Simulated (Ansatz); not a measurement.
# AlClFHOSi: basis-set convergence

One table from this session's results is given with a row withheld; the runs are named, their logs left out.

The runs use Ansatz 0.2.0, Gaussian basis; one geometry, several basis sets.

Levels to be run: PBE0-D4/def2-SVP; ωB97M-V/def2-SVP; PBE0-D4/def2-QZVPP; ωB97M-V/def2-QZVPP; the functionals' def2-TZVPP values are taken from earlier runs.

**The relaxed structure**

An earlier PBE0-D4 in a triple-zeta def2 set relaxation fixed the geometry.

6 atoms, charge 0, spin multiplicity 1.

Atoms are counted from 1 here; the program's logs count them from 0.

Bond lengths: F1–Si2 1.589 Å, Si2–Cl3 2.042 Å, Si2–O4 1.654 Å, Si2–Al5 2.262 Å, O4–Al5 1.750 Å, Al5–H6 1.574 Å. Angles: F1–Si2–Cl3 104.5°, F1–Si2–O4 112.9°, F1–Si2–Al5 126.7°, Cl3–Si2–O4 114.1°, Cl3–Si2–Al5 128.7°, O4–Si2–Al5 50.2°, Si2–O4–Al5 83.2°, Si2–Al5–O4 46.6°, Si2–Al5–H6 179.1°, O4–Al5–H6 132.5°.

As a file:

```xyz
6

F    -0.7239   -2.1115   -0.0531
Si    0.2155   -0.8329    0.0378
Cl    2.0958   -1.5536   -0.3023
O    -0.2418    0.3765   -0.9941
Al   -0.4265    1.2886    0.4879
H    -0.8771    2.7690    0.7775
```

Set-up of the first run:

in.yaml reads:

```yaml
crystal:
  periodic: [false, false, false]
  atoms:
    - {symbol: F, position_ang: [-0.723948, -2.111530, -0.053089]}
    - {symbol: Si, position_ang: [0.215531, -0.832934, 0.037837]}
    - {symbol: Cl, position_ang: [2.095844, -1.553647, -0.302271]}
    - {symbol: O, position_ang: [-0.241831, 0.376451, -0.994089]}
    - {symbol: Al, position_ang: [-0.426530, 1.288618, 0.487898]}
    - {symbol: H, position_ang: [-0.877067, 2.769042, 0.777515]}
basis:
  gaussian: {orbitals: def2-SVP}
hamiltonian: {xc: pbe0, dispersion: d4}
output: {orbitals: {seedname: orbitals}}
```

Started as:

```bash
$ ansatz run in.yaml --threads 2 --pin off --events-out ev --progress --plain --max-ram 4352MiB
```

Steps of the session up to this table: PBE0-D4 in def2-SVP; ωB97M-V in def2-SVP; PBE0-D4 in def2-QZVPP; ωB97M-V in def2-QZVPP.

One of the session's tables, all rows but one given; the rest of the session is left out.

It belongs to the step «Functionals by basis». 

| functional | basis | HOMO (eV) | LUMO (eV) |
| --- | --- | --- | --- |
| PBE0-D4 | def2-SVP | -6.89 | -1.84 |
| PBE0-D4 | def2-TZVPP | -6.93 | -1.95 |
| PBE0-D4 | def2-QZVPP | -6.97 | -2.00 |
| ωB97M-V | def2-SVP | -8.85 | -0.06 |
| ωB97M-V | def2-TZVPP | ? | ? |
| ωB97M-V | def2-QZVPP | -8.97 | -0.42 |

Estimate the missing values for ωB97M-V, def2-TZVPP.

**Answer.** HOMO (eV): -8.93; LUMO (eV): -0.25. In the column «HOMO (eV)» it lies between ωB97M-V, def2-QZVPP (-8.97) and ωB97M-V, def2-SVP (-8.85).
